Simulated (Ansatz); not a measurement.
# C₂H₈Si₂: taking an electron away

The task here is to estimate one member of a computed series from the others.

Computed with Ansatz 0.2.0, Gaussian basis. Level: unrestricted cation, the program's frozen cores in correlated methods.

The runs, in order: UKS PBE-D4/def2-TZVPP; UKS r2SCAN-D4/def2-TZVPP; UKS PBE0-D4/def2-TZVPP; UKS B3LYP-D4/def2-TZVPP; UKS wB97X-V/def2-TZVPP; UKS wB97M-V/def2-TZVPP; UKS B2PLYP/def2-TZVPP; UHF-CCSD(T)/def2-TZVPP; UHF-MP2/def2-QZVPP; extrapolation to the limit; then −ε(HOMO) from the neutral's earlier runs with LDA (SPW92), PBE-D4, revPBE-D4, BLYP-D4, r2SCAN-D4, B97M-V, PBE0-D4, B3LYP-D4, r2SCANh-D4, r2SCAN0-D4, HSE06-D4, BHLYP-D4, CAM-B3LYP-D4, LC-ωPBE, ωB97X-V, ωB97M-V.

## The relaxed structure

All runs share one geometry, relaxed beforehand with PBE0-D4 in a triple-zeta def2 set.

SMILES `[SiH3]/C=C/[SiH3]`, 12 atoms, charge 0, spin multiplicity 1.

Atoms are counted from 1 here; the program's logs count them from 0.

Bond lengths: Si1–C2 1.864 Å, Si1–H5 1.488 Å, Si1–H6 1.486 Å, Si1–H7 1.488 Å, C2–C3 1.337 Å, C2–H8 1.091 Å, C3–Si4 1.864 Å, C3–H9 1.091 Å, Si4–H10 1.488 Å, Si4–H11 1.486 Å, Si4–H12 1.488 Å. Angles: C2–Si1–H5 110.6°, C2–Si1–H6 108.8°, C2–Si1–H7 110.6°, H5–Si1–H6 109.5°, H5–Si1–H7 107.7°, H6–Si1–H7 109.5°, Si1–C2–C3 123.6°, Si1–C2–H8 118.1°, C3–C2–H8 118.3°, C2–C3–Si4 123.6°, C2–C3–H9 118.3°, Si4–C3–H9 118.1°, C3–Si4–H10 110.6°, C3–Si4–H11 108.8°, C3–Si4–H12 110.6°, H10–Si4–H11 109.5°, H10–Si4–H12 107.7°, H11–Si4–H12 109.5°.

Set-up of the first run:

in.yaml

```yaml
crystal:
  periodic: [false, false, false]
  atoms:
    - {symbol: Si, position_ang: [-0.561041, 2.219271, 0.189559]}
    - {symbol: C, position_ang: [-0.544244, 0.356621, 0.118806]}
    - {symbol: C, position_ang: [0.557312, -0.365858, -0.111852]}
    - {symbol: Si, position_ang: [0.573829, -2.228454, -0.184043]}
    - {symbol: H, position_ang: [-1.044542, 2.689420, 1.516166]}
    - {symbol: H, position_ang: [0.818698, 2.721090, -0.042938]}
    - {symbol: H, position_ang: [-1.473532, 2.774936, -0.846471]}
    - {symbol: H, position_ang: [-1.486061, -0.172351, 0.273894]}
    - {symbol: H, position_ang: [1.499163, 0.163067, -0.266926]}
    - {symbol: H, position_ang: [1.491598, -2.785173, 0.846724]}
    - {symbol: H, position_ang: [-0.804746, -2.730528, 0.054778]}
    - {symbol: H, position_ang: [1.050566, -2.697241, -1.513598]}
basis:
  gaussian: {orbitals: def2-TZVPP}
total_charge: 1
magnetization: {spin_polarized: true, initial_magnetization: 1}
hamiltonian: {xc: pbe, dispersion: d4}
```

Launch:

```
$ ansatz run in.yaml --threads 2 --pin off --events-out ev --progress --plain --max-ram 32768MiB --backend cpu
```

Steps of the session up to this table: Cation, UKS PBE-D4/def2-TZVPP; Cation, UKS r2SCAN-D4/def2-TZVPP; Cation, UKS PBE0-D4/def2-TZVPP; Cation, UKS B3LYP-D4/def2-TZVPP; Cation, UKS wB97X-V/def2-TZVPP; Cation, UKS wB97M-V/def2-TZVPP; Cation, UKS B2PLYP (frozen core)/def2-TZVPP; Cation, UHF-CCSD(T)/def2-TZVPP; Cation, UHF-MP2/def2-QZVPP.

One of the session's tables, all rows but one given; the rest of the session is left out.

Orbital estimates, from the neutral's runs:

```
  functional  −ε(HOMO) (eV)
 LDA (SPW92)           7.09
      PBE-D4           6.97
   revPBE-D4           6.92
     BLYP-D4           6.80
   r2SCAN-D4           7.19
      B97M-V           7.28
     PBE0-D4           8.07
    B3LYP-D4           7.84
  r2SCANh-D4           7.60
  r2SCAN0-D4           8.22
    HSE06-D4           7.67
    BHLYP-D4              ?
CAM-B3LYP-D4           9.35
     LC-ωPBE          10.75
     ωB97X-V          10.36
     ωB97M-V          10.25
```

Q: Estimate the row for BHLYP-D4 from the others.

Worked estimate for «−ε(HOMO) (eV)». Against the share of exact exchange, BLYP-D4 (0, 6.80), B3LYP-D4 (0.2, 7.84) give a slope of 5.20 per unit share; at 0.5 the line stands at 9.40.

**Answer.** −ε(HOMO) (eV): 8.99. In «−ε(HOMO) (eV)» the line misses by +0.41.
